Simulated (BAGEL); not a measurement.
# GeF2 (SMILES [F][Ge][F]): B3LYP/6-31G(d) (density fitting with qzvpp-jkfit, spherical functions)

What is the energy change on altering one bond length of GeF2 at B3LYP/6-31G* (density fitting with qzvpp-jkfit, spherical functions)? 

The results are computed with BAGEL 1.2.2.

13 further runs of the same task are left out: 4 that didn't finish, 9 set aside as unsound or not needed.

**1. The system as given**

The species is GeF2 (3 atoms), meant as a singlet with charge 0. As SMILES, `[F][Ge][F]`. The coordinates come from a PBE0-D4/def2-TZVP relaxation.

Bond lengths: F1–Ge2 1.745 Å, Ge2–F3 1.745 Å. Angles: F1–Ge2–F3 97.2°.

**2. The energy at B3LYP/6-31G(d) (density fitting with qzvpp-jkfit, spherical functions)**

File input.json:

```json
{ "bagel" : [

{
  "title" : "molecule",
  "basis" : "6-31gs.json",
  "df_basis" : "qzvpp-jkfit",
  "angstrom" : true,
  "geometry" : [
    { "atom" : "F", "xyz" : [   -0.675900,   -1.101800,   -0.497500 ] },
    { "atom" : "Ge", "xyz" : [    0.637500,   -0.295200,    0.320200 ] },
    { "atom" : "F", "xyz" : [    0.027600,    1.332100,    0.164100 ] }
  ]
},
{ "title" : "ks", "xc_func" : "b3lyp" },
{ "title" : "print", "file" : "orbitals.molden", "orbitals" : true }

]}
```

The basis set 6-31G* is read from a file made from the Basis Set Exchange's data (not shown).

Started as:

```sh
$ BAGEL_NUM_THREADS=1 BAGEL input.json > input.out
```

What it wrote:

```text
* using 1 threads per process

  ===============================================================
  ===============================================================

  *** Geometry ***

  { "atom" : "F", "xyz" : [     -1.277266,     -2.082100,     -0.940139 ] },
  { "atom" : "Ge", "xyz" : [      1.204700,     -0.557847,      0.605090 ] },
  { "atom" : "F", "xyz" : [      0.052156,      2.517304,      0.310104 ] },

  Number of auxiliary basis functions:      420

  Since a DF basis is specified, we compute 2- and 3-index integrals:
    o Being stored without compression. Storage requirement is 0.012 GB

  Number of basis functions:       60
  Number of electrons      :       50

    * METHOD: MOLECULE                             0.10

  *** Kohn-Sham DFT ***

    * Removing 3622 points whose weight is below 1.00e-10
    * Grid points: 41096

  === Nuclear Repulsion ===
   191.0627176034

       - DIIS with orbital gradients will be used.

  === KS iteration (b3lyp / 6-31gs.json) ===
      0      -2193.41876566          0.14298942           0.09
      1      -1997.73820834          0.29515830           0.07
      2      -2171.87309746          0.14235721           0.07
      3      -2178.30795270          0.27520904           0.07
      4      -2186.40743028          0.24033726           0.07
      5      -2191.73818157          0.23831541           0.07
      6      -2193.06182689          0.23972501           0.07
      7      -2183.32305095          0.25398365           0.07
      8      -2178.19373896          0.20019198           0.07
      9      -2272.40164975          0.10464715           0.07
     10      -2273.91485091          0.14636717           0.07
     11      -2275.26556357          0.09661045           0.07
     12      -2276.48355170          0.01487517           0.07
     13      -2276.51086653          0.00389262           0.07
     14      -2276.51343389          0.00209964           0.07
     15      -2276.51402875          0.00144289           0.07
     16      -2276.51456170          0.00012691           0.07
     17      -2276.51456523          0.00001080           0.07
     18      -2276.51456527          0.00000358           0.07
     19      -2276.51456527          0.00000015           0.07
     20      -2276.51456527          0.00000009           0.07
     21      -2276.51456527          0.00000007           0.07
     22      -2276.51456527          0.00000000           0.07
    * SCF iteration converged.

    * Permanent dipole moment:
           (   -0.707076,     0.301792,    -0.357997) a.u.

    * METHOD: KS                                   1.69

    * METHOD: PRINT                                0.01

  ===============================================================
```

It took 2 s on 1 thread of AMD EPYC 9R45 (Zen 5), shared host; peak memory 0.17 GiB.

**3. The distorted shape, same level**

File job.json:

```json
{ "bagel" : [

{
  "title" : "molecule",
  "basis" : "6-31gs.json",
  "df_basis" : "qzvpp-jkfit",
  "angstrom" : true,
  "geometry" : [
    { "atom" : "F", "xyz" : [      -0.872912,      -1.222792,      -0.620157 ] },
    { "atom" : "Ge", "xyz" : [       0.637500,      -0.295200,       0.320200 ] },
    { "atom" : "F", "xyz" : [       0.027600,       1.332100,       0.164100 ] }
  ]
},

{ "title" : "ks", "xc_func" : "b3lyp" },

{ "title" : "print", "file" : "orbitals.molden", "orbitals" : true }

]}
```

The basis set 6-31G* is read from a file made from the Basis Set Exchange's data (not shown).

Started as:

```sh
$ BAGEL_NUM_THREADS=1 BAGEL job.json > job.out
```

What it wrote:

```text
* using 1 threads per process

  ===============================================================
  ===============================================================

  *** Geometry ***

  { "atom" : "F", "xyz" : [     -1.649565,     -2.310742,     -1.171927 ] },
  { "atom" : "Ge", "xyz" : [      1.204700,     -0.557847,      0.605090 ] },
  { "atom" : "F", "xyz" : [      0.052156,      2.517304,      0.310104 ] },

  Number of auxiliary basis functions:      420

  Since a DF basis is specified, we compute 2- and 3-index integrals:
    o Being stored without compression. Storage requirement is 0.012 GB

  Number of basis functions:       60
  Number of electrons      :       50

    * METHOD: MOLECULE                             0.10

  *** Kohn-Sham DFT ***

    * Removing 3394 points whose weight is below 1.00e-10
    * Grid points: 41324

  === Nuclear Repulsion ===
   178.4986496101

       - DIIS with orbital gradients will be used.

  === KS iteration (b3lyp / 6-31gs.json) ===
      0      -2192.66835071          0.13883968           0.08
      1      -1978.30320204          0.30381413           0.07
      2      -2169.75255880          0.13542046           0.06
      3      -2167.04081561          0.38908521           0.06
      4      -2173.37004821          0.30347289           0.06
      5      -2179.69742049          0.25373384           0.06
      6      -2181.68636297          0.24237954           0.06
      7      -2178.71943265          0.25434896           0.06
      8      -2175.80625202          0.18970520           0.06
      9      -2271.94759990          0.10128865           0.06
     10      -2272.27838759          0.19142765           0.06
     11      -2274.97694646          0.10545418           0.06
     12      -2276.30416945          0.03489844           0.06
     13      -2276.37557719          0.02152443           0.06
     14      -2276.49167648          0.00363190           0.06
     15      -2276.49301917          0.00243464           0.06
     16      -2276.49444565          0.00005770           0.06
     17      -2276.49444670          0.00000962           0.06
     18      -2276.49444672          0.00000112           0.06
     19      -2276.49444672          0.00000041           0.06
     20      -2276.49444672          0.00000038           0.06
     21      -2276.49444672          0.00000007           0.06
     22      -2276.49444672          0.00000003           0.06
     23      -2276.49444672          0.00000002           0.06
     24      -2276.49444672          0.00000000           0.06
    * SCF iteration converged.

    * Permanent dipole moment:
           (   -1.088364,     0.050889,    -0.597249) a.u.

    * METHOD: KS                                   1.70

    * METHOD: PRINT                                0.01

  ===============================================================
```

Wall time 2 s (1 thread of AMD EPYC 9R45 (Zen 5), shared host); peak memory 0.17 GiB.

**4. Results**

At B3LYP/6-31G* (density fitting with qzvpp-jkfit, spherical functions):

```
                                                          quantity           value
                                         first shape: total energy  -2276.51457 Eh
                                        first shape: dipole moment          2.16 D
                                          first shape: HOMO energy        -8.51 eV
                                          first shape: LUMO energy        -2.60 eV
                                        first shape: HOMO–LUMO gap         5.91 eV
                                     distorted shape: total energy  -2276.49445 Eh
                                    distorted shape: dipole moment          3.16 D
                                      distorted shape: HOMO energy        -8.64 eV
                                      distorted shape: LUMO energy        -3.08 eV
                                    distorted shape: HOMO–LUMO gap         5.56 eV
energy change with the F1–Ge2 bond stretched from 1.745 to 2.007 Å        0.547 eV
```

With the F1–Ge2 bond stretched from 1.745 to 2.007 Å the energy rises by 0.55 eV (52.8 kJ/mol). The first shape isn't relaxed at this level, so the change isn't measured from a minimum.
